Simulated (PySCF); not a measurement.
# The bond of RbAl+, level by level

One table from this session's results is given with a row withheld; the runs are named, their logs left out.

Computed with PySCF 2.14.0. Level: Rb jorge-DZP-DKH, Al jorge-DZP-DKH, spin-free X2C with a Gaussian nucleus.

Set-up of the first run:

The job is set up so:

```json
{"atoms": "Rb, Al", "charge": "1", "basis": "Rb jorge-DZP-DKH, Al jorge-DZP-DKH", "Hamiltonian": "spin-free X2C with a Gaussian nucleus", "basis functions": "60", "electrons treated": "49", "masses in u": "84.9118, 26.9815", "levels": "PBE0, PBE, r²SCAN, B2PLYP, revPBE, BP86, HSE06, HF, MP2, SCS-MP2, CCSD, CCSD(T)", "grid": "80 radial by 434 angular points", "occupations": "held fixed by the projection of orbital angular momentum", "dissociation limit": "Rb+ + Al, each in its ground configuration", "starting distance in angstrom": "3.355", "values of 2S to try": "1, 3"}
```

Run with:

```
> OMP_NUM_THREADS=1 python dia.py task.json out
```

Among the steps run: The job; The PBE0 curve of the state that the search chose; Excited determinants; PBE; r²SCAN; B2PLYP; revPBE (GGA); BP86; HSE06 (range-separated hybrid); UHF; Correlated methods on the Hartree–Fock reference.

One table of the session follows, with a row left open; its other results are not shown here.

It belongs to the step «Constants by level of theory». 

```
      level  Re (Å)  ωe (cm⁻¹)  De (eV)
        UHF   4.272       67.4    0.359
    UHF-MP2   4.224       67.0    0.368
UHF-SCS-MP2       ?          ?        ?
   UHF-CCSD   4.233       66.4    0.351
UHF-CCSD(T)   4.230       66.4    0.352
        PBE   4.132       67.3     0.51
     revPBE   4.212       64.6    0.471
       BP86   4.171       65.4    0.453
     r²SCAN   4.144       68.6    0.443
       PBE0   4.090       70.8    0.460
      HSE06   4.097       70.1    0.467
     B2PLYP   4.152       69.5    0.428
```

**Question.** Estimate the row for UHF-SCS-MP2.

The run gave: Re (Å): 4.239; ωe (cm⁻¹): 66.6; De (eV): 0.359. In the column «Re (Å)» it lies between UHF-CCSD (4.233) and UHF (4.272).

De is counted to Rb+ + Al in their ground configurations.
